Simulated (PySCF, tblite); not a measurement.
# Mg₈S₈: electronic excitations

Aim: compute the electronic excitations of Mg₈S₈.

Computed with tblite 0.8.0 and PySCF 2.14.0 and routines of our own; the level stands in each step. Atoms count from 0.

## Step 1: The system as given

16 atoms, charge 0, multiplicity 1; geometry from: force field, distance geometry or constructed start.

## Step 2: Relaxing the molecule with GFN1-xTB

Job settings and geometry (Å):

```
{"job": {"kind": "relax", "xc": "GFN1-xTB", "basis": "xTB"}, "charge": 0, "multiplicity": 1}
Mg    -1.678100     0.068300     3.024500
S     -0.054600    -1.682000     3.018800
Mg     1.689600    -0.072700     3.026300
S      0.052100     1.688700     3.019600
Mg    -0.706400     2.516600     0.914100
S     -2.463000     0.886000     0.908500
Mg    -2.517900    -0.703900    -0.913200
S     -0.883300    -2.457200    -0.908900
Mg     0.708600    -2.520000     0.909800
S      2.457400    -0.887400     0.911400
Mg     2.515500     0.704500    -0.913100
S      0.883800     2.458000    -0.910500
S     -1.688500     0.053000    -3.020300
Mg    -0.068800    -1.684200    -3.028500
S      1.681500    -0.046900    -3.025900
Mg     0.067700     1.684500    -3.019400
```

On the command line:

```sh
$ OMP_NUM_THREADS=1 python large_run.py task.json out
```

One launch serves the whole session: the jobs run in the order shown.

What it wrote:

```text
step      E/eV     max force
  0    -972.66621    0.829
  1    -972.79745    0.806
  2    -973.64634    1.028
  3    -973.74559    0.601
  4    -973.82298    0.418
  5    -973.94445    0.203
  6    -973.95511    0.189
  7    -973.96843    0.152
  8    -973.97992    0.118
  9    -973.98765    0.096
 10    -973.99080    0.090
 11    -973.99294    0.092
 12    -973.99574    0.086
 13    -973.99858    0.074
 14    -974.00043    0.059
 15    -974.00132    0.052
 16    -974.00210    0.054
 17    -974.00339    0.049
 18    -974.00498    0.057
 19    -974.00627    0.058
 20    -974.00708    0.068
 21    -974.00774    0.064
 22    -974.00839    0.047
 23    -974.00889    0.032
 24    -974.00920    0.034
 25    -974.00947    0.035
 26    -974.00986    0.030
 27    -974.01038    0.030
 28    -974.01081    0.033
 29    -974.01102    0.026
 30    -974.01112    0.020
```

It took 0.68 s on 1 thread of Arm Neoverse V1, shared host; peak memory 0.16 GiB.

Along the way:

| step | energy from step 0 (eV) | largest force (eV/Å) |
| --- | --- | --- |
| 0 | 0.0000 | 0.8287 |
| 1 | -0.1312 | 0.8060 |
| 2 | -0.9801 | 1.0270 |
| 3 | -1.0794 | 0.6015 |
| 4 | -1.1568 | 0.4183 |
| 5 | -1.2782 | 0.2032 |
| 6 | -1.2889 | 0.1898 |
| 7 | -1.3022 | 0.1521 |
| 8 | -1.3137 | 0.1184 |
| 9 | -1.3214 | 0.0958 |
| 11 | -1.3267 | 0.0928 |
| 12 | -1.3295 | 0.0856 |
| 14 | -1.3342 | 0.0592 |
| 16 | -1.3359 | 0.0544 |
| 17 | -1.3372 | 0.0489 |
| 19 | -1.3401 | 0.0578 |
| 21 | -1.3415 | 0.0637 |
| 22 | -1.3422 | 0.0466 |
| 24 | -1.3430 | 0.0347 |
| 26 | -1.3437 | 0.0297 |
| 27 | -1.3442 | 0.0301 |
| 28 | -1.3446 | 0.0334 |
| 29 | -1.3448 | 0.0257 |
| 30 | -1.3449 | 0.0197 |

Close pairs (by a distance rule), those that changed most:

| bond | before (Å) | after (Å) | change (Å) |
| --- | --- | --- | --- |
| S9–Mg10 | 2.422 | 2.308 | -0.114 |
| Mg4–S11 | 2.421 | 2.307 | -0.114 |
| S5–Mg6 | 2.419 | 2.308 | -0.111 |
| S7–Mg8 | 2.418 | 2.308 | -0.110 |
| Mg0–S5 | 2.400 | 2.350 | -0.050 |
| S7–Mg13 | 2.399 | 2.351 | -0.048 |
| Mg2–S9 | 2.393 | 2.351 | -0.042 |
| S1–Mg8 | 2.394 | 2.353 | -0.042 |

The end geometry stands in the next job.

## Step 3: Electronic excitations: TDDFT PBE0/6-31G*

Job settings and geometry (Å):

```
{"job": {"kind": "uv", "basis": "6-31G*", "grid": 1, "kgrid": 0, "vcut": 1.5, "nstates": 6, "ntriplets": 2, "tda": false, "delta": ["ip_vertical"], "pop": true, "xc": "PBE0"}, "charge": 0, "multiplicity": 1}
Mg    -1.486173     0.054184     2.876417
S     -0.084909    -1.831988     3.184342
Mg     1.488309    -0.055426     2.875164
S      0.086966     1.830796     3.185611
Mg    -0.553330     2.230241     0.957428
S     -2.501283     0.801547     0.892843
Mg    -2.230432    -0.552004    -0.956446
S     -0.802022    -2.500179    -0.892072
Mg     0.554060    -2.229989     0.955475
S      2.501780    -0.801679     0.889725
Mg     2.228933     0.553556    -0.958314
S      0.800146     2.501030    -0.890987
S     -1.833072     0.088000    -3.184973
Mg    -0.056966    -1.485981    -2.877501
S      1.829783    -0.085000    -3.186843
Mg     0.053850     1.488256    -2.876715
```

With the program's defaults for keys left out, this is: TDDFT PBE0/6-31G*, vertical, gas phase, core orbitals frozen in the response, virtual orbitals cut by energy.

What it wrote:

```text
start: PBE on a coarse grid of 25096 points
cycle   1  E = -4784.5806947199  dE =  2.083e+00  |g| = 9.369e-01  |ddm| = 5.294e+00
cycle   2  E = -4784.1464645217  dE =  4.342e-01  |g| = 1.436e+00  |ddm| = 4.090e+00
cycle   3  E = -4784.9226292398  dE = -7.762e-01  |g| = 5.926e-02  |ddm| = 2.593e+00
cycle   4  E = -4784.9224757675  dE =  1.535e-04  |g| = 6.327e-02  |ddm| = 1.939e-01
cycle   5  E = -4784.9239271949  dE = -1.451e-03  |g| = 1.046e-02  |ddm| = 1.157e-01
cycle   6  E = -4784.9239645658  dE = -3.737e-05  |g| = 5.055e-03  |ddm| = 2.683e-02
final grid: 95068 points
cycle   7  E = -4785.0051237145  dE = -7.831e-03  |g| = 3.881e-02  |ddm| = 5.009e-01
cycle   8  E = -4785.0051545269  dE = -3.081e-05  |g| = 3.545e-02  |ddm| = 1.203e-01
cycle   9  E = -4785.0055859849  dE = -4.315e-04  |g| = 6.983e-03  |ddm| = 6.253e-02
cycle  10  E = -4785.0055975835  dE = -1.160e-05  |g| = 2.168e-03  |ddm| = 1.371e-02
cycle  11  E = -4785.0055985908  dE = -1.007e-06  |g| = 1.873e-04  |ddm| = 3.895e-03
cycle  12  E = -4785.0055973648  dE =  1.226e-06  |g| = 8.917e-05  |ddm| = 5.519e-04
converged SCF energy = -4785.0055973648
Vertical ionisation energy (delta-SCF) = 8.0749 eV   <S^2> = 0.755

Static polarisability (au): isotropic 295.833, principal 279.077 279.108 329.313

Singlet excitations
state   eV       nm        f      main configurations
  1   4.0567    305.6   0.00735   H->L 0.96
  2   4.0741    304.3   0.01686   H-1->L 0.91
  3   4.0751    304.2   0.01682   H-2->L 0.91
  4   4.3515    284.9   0.00000   H-3->L 0.89
  5   4.3923    282.3   0.00000   H-4->L 0.82, H->L+1 0.14
  6   4.4316    279.8   0.01494   H-5->L 0.86

Triplet excitations (Tamm-Dancoff, eV): 3.9653 3.9662
```

Wall time 5 min (1 thread of Arm Neoverse V1, shared host); peak memory 0.74 GiB.

The orbitals next to the gap, with their largest atomic shares:

| orbital | eV | atoms |
| --- | --- | --- |
| HOMO−4 | -7.24 | S3 11 %, S1 11 %, S14 11 % |
| HOMO−3 | -7.20 | S5 10 %, S11 10 %, S9 10 % |
| HOMO−2 | -6.89 | S14 33 %, S12 33 %, S11 7 % |
| HOMO−1 | -6.89 | S1 33 %, S3 33 %, S9 7 % |
| HOMO | -6.86 | S5 16 %, S7 16 %, S9 16 % |
| LUMO | -1.95 | Mg13 14 %, Mg15 14 %, Mg2 14 % |
| LUMO+1 | -1.33 | Mg2 19 %, Mg13 19 %, Mg15 19 % |
| LUMO+2 | -0.95 | Mg15 40 %, Mg13 40 %, S14 4 % |
| LUMO+3 | -0.95 | Mg0 40 %, Mg2 40 %, S3 4 % |

With each of the 6 states as a Gaussian band of 0.4 eV half-width at 1/e, the curve within the window shown has maxima at 300 nm (ε 2,000) L/(mol cm). Beyond the last state computed it falls off for lack of states. The curve at chosen wavelengths:

```
 nm  ε (L/mol/cm)
262           454
266           626
270           822
274          1034
277          1197
281          1409
285          1604
289          1767
293          1887
297          1955
300          1968
304          1937
308          1854
312          1727
316          1568
320          1389
323          1249
327          1064
331           887
335           725
339           582
343           460
346           381
350           293
354           222
358           166
```

Leading natural transition orbitals of singlet state 2: the hole lies on S1, S3 about 35 % each; S5, S9 about 7 % each; the particle on Mg0, Mg2 about 21 % each; Mg4, Mg8 about 7 % each.

Leading natural transition orbitals of singlet state 1: the hole lies on 4 S atoms about 18 % each; the particle on 4 Mg atoms about 12 % each; 4 Mg atoms about 7 % each.

Ground-state properties from the same run:

| property | computed |
| --- | --- |
| dipole moment (D) | 0.01 |
| polarisability (Å³) | 43.84 |
| HOMO–LUMO gap (eV) | 4.91 |
| −ε(HOMO) (eV) | 6.86 |

Orbitals, density, ELF and potential are computed afterwards from the orbital file.

Frontier orbitals at PBE0/6-31G*, with the share of their density that lies nearest to each atom:

| orbital | energy (eV) | lies on |
| --- | --- | --- |
| HOMO | -6.86 | 4 S atoms about 18 % each |
| LUMO | -1.95 | 4 Mg atoms about 12 % each; 4 Mg atoms about 7 % each |

ELF in a plane through or near 4 of the atoms.

Ten even steps from ' ' (0.00) to '@' (0.89):
```
                                                        
                            ..----::                    
                          ::++**##**--..                
        ::----::::      --**%%@@@@%%**==::              
    ..++##%%####**==..  ++%%@@@@@@@@%%##++--            
    ==##@@@@@@@@@@##    ..##@@%%%%@@@@%%==..            
  ..++%%@@%%++##@@++..%%**..%%@@@@@@##..                
  ..++%%@@##==++@@==::%%%%..==####**::  --::    ..      
  ..==##@@@@@@@@%%==  ::..  ..::::::    ......==--..    
    ::**%%%%**==--::--++**++::    ..==**##%%@@%%++::    
      ::..  ==**..::##%%%%%%**..  --##@@%%**%%@@##--    
          ::%%##++::@@@@@@%%==    ..%%%%++@@--@@%%++..  
            ++**::--%%%%%%##  ##%%::++@@--++--@@%%**..  
        ..        --******--..@@%%==::@@@@@@@@@@##==..  
                  ....::::..  ..::  ..++******++--..    
                                    ....::::::....      
                              ....                      
                                                        
                                                        
                                                        
```
The map spans 11.6 Å across and 10.2 Å up, centred on the molecule. Atoms in the plane (x, y in Å): S3 (3.2, -1.0), Mg4 (1.0, -1.7), Mg10 (-1.0, 1.5), Mg15 (-2.9, -0.8).

log10 of the density (e/Å³) in the same plane.

Values, 10 rows by 14 columns:
```
-4.0 -4.0 -4.0 -4.0 -4.0 -4.0 -3.5 -3.0 -2.8 -3.2 -3.8 -4.0 -4.0 -4.0
-4.0 -3.6 -2.9 -2.7 -2.7 -2.7 -2.2 -1.6 -1.4 -1.8 -2.6 -3.3 -4.0 -4.0
-3.1 -2.2 -1.3 -1.0 -1.2 -1.5 -1.1 -0.4 -0.2 -0.8 -1.6 -2.3 -3.2 -3.9
-2.6 -1.5 -0.4  0.1 -0.2 -0.2  0.5 -0.4 -0.3 -0.7 -1.0 -1.7 -2.5 -3.3
-2.6 -1.6 -0.5 -0.1 -0.4 -0.7 -0.4 -1.1 -1.2 -1.1 -0.4 -1.0 -1.7 -2.7
-3.0 -2.1 -1.3  0.0 -0.3 -0.5 -0.4 -0.9 -1.3 -0.7  0.0  0.0 -0.9 -2.2
-3.3 -2.5 -1.7  0.1 -0.2 -0.6 -0.4 -0.5  0.8 -0.4  0.5  0.4 -0.8 -2.1
-3.7 -3.0 -2.3 -2.0 -1.8 -1.7 -1.5 -1.2 -0.5 -1.2 -1.0 -1.1 -1.8 -2.7
-4.0 -3.9 -3.3 -3.0 -3.0 -2.9 -2.5 -2.1 -2.0 -2.2 -2.4 -2.6 -3.0 -3.9
-4.0 -4.0 -4.0 -4.0 -4.0 -4.0 -3.6 -3.2 -3.0 -3.3 -3.7 -4.0 -4.0 -4.0
```
The map spans 11.6 Å across and 10.2 Å up, centred on the molecule. Atoms in the plane (x, y in Å): S3 (3.2, -1.0), Mg4 (1.0, -1.7), Mg10 (-1.0, 1.5), Mg15 (-2.9, -0.8).

On the surface of density 0.002 e/bohr³ the electrostatic potential runs, from the 1st to the 99th percentile, from -1.14 V near S3 to 6.75 V near Mg13.

## Step 4: Results

| quantity | value |
| --- | --- |
| lowest singlet (PBE0/6-31G*) | 4.06 eV (306 nm), f = 0.007 |
| brightest single state of those computed | state 2, 4.07 eV, f = 0.017 |
| lowest triplet | 3.97 eV |
| surface potential, 1st and 99th percentile | -1.14 V and 6.75 V |

**Reading.** The lowest singlet, at 4.06 eV, is HOMO→LUMO 0.96 and is weak; of the 6 states computed, the strongest absorption comes from states 1 to 3 together at 4.07 eV. The lowest triplet lies 0.09 eV below the lowest singlet (triplets in Tamm-Dancoff, singlets in full TDDFT). By nearest atom (PBE0/6-31G*), the HOMO sits on 4 S atoms about 18 % each and the LUMO on 4 Mg atoms about 12 % each; 4 Mg atoms about 7 % each.
